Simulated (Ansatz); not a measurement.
**Cr (bcc type): how the settings move a single-point run**

How sensitive is a single-point run of Cr (bcc type) to its settings? A reference run comes first, then one run with altered input.

Program: Ansatz 0.2.0. Level of theory: reference: DFT, PBE, PAW with Ansatz's default frozen-core files, scalar-relativistic. These are calculated values, not measurements.

**1. Starting point**

It takes space group Im-3m (No. 229, cubic). Conventional cell: a = 2.848 Å, b = 2.848 Å, c = 2.848 Å, α = 90.00°, β = 90.00°, γ = 90.00°. Around Cr (site symmetry m-3m) lie 8 Cr at 2.47 Å.

As a file:

```
Cr
1.0
    -1.42422    1.42422    1.42422
     1.42422   -1.42422    1.42422
     2.84844    2.84844    0.00000
Cr
2
Direct
  0.00000 0.00000 0.00000
  0.50000 0.50000 0.50000
```

**2. The reference run**

input.yaml reads:

```yaml
crystal:
  lattice:
    - [-1.4242209428, 1.4242209428, 1.4242209428]
    - [1.4242209428, -1.4242209428, 1.4242209428]
    - [2.8484418856, 2.8484418856, 0.0]
  atoms:
    - { symbol: Cr, position: [0.0, 0.0, 0.0], spin: 2.0 }
    - { symbol: Cr, position: [0.5, 0.5, 0.5], spin: 2.0 }
magnetization:
  spin_polarized: true
kpoints:
  mp_grid: { grid: [14, 14, 8] }
scf:
  occupations: { method: fermi_dirac, width: 0.05 }
hamiltonian:
  xc: pbe
  pseudopotentials: { kind: paw }
output:
  forces: true
  stress: true
  eigenvalues: true
```

Run with:

```bash
> ansatz run input.yaml --threads 2 --pin off --max-ram 6144MiB --backend cpu --events-out ev --progress --plain --runs-dir out
```

**3. Variant: n_extra_bands 32, lower_state_search light**

input.yaml: that of step 2 with these lines changed.

```diff
@@ -14,2 +14,4 @@
   occupations: { method: fermi_dirac, width: 0.05 }
+  n_extra_bands: 32
+  lower_state_search: light
 hamiltonian:
```

What does the calculation give? Wanted: for each run, ending; energy change; pressure; gap; force.

As calculated:

| run | ending | energy change | pressure (GPa) | gap (eV) | force (eV/Å) | cycles | time |
| --- | --- | --- | --- | --- | --- | --- | --- |
| reference | converged | 0 | -0.1 | 0.00 | 0.00 | 10 | 3.3 s |
| 1: n_extra_bands 32, lower_state_search light | converged | 0.0 meV/atom | -0.1 | 0.00 | 0.00 | 10 | 7 s |

Residual by cycle in the longest SCF loop of each run; runs are numbered as in the table. The quantity is the density residual dr2, in eV.

| cycle | reference | run 1 |
| --- | --- | --- |
| 1 | 10.9 | 13.8 |
| 2 | 3.49 | 3.24 |
| 3 | 0.111 | 0.287 |
| 4 | 0.0143 | 0.0132 |
| 5 | 6.2e-4 | 0.00377 |
| 6 | 1.3e-5 | 1.5e-5 |
| 7 | 1.3e-7 | 2.7e-6 |
| 8 | 2.5e-8 | 2.9e-9 |
| 9 | 5.7e-10 | 1.8e-10 |
| 10 | 8.3e-11 | 1.6e-11 |

The changed input (band count and search for lower states) leaves the energy the same to the digits printed. Both runs lost their moments, so the test says nothing on the magnetic state. Cost: 7 s against 3.3 s.
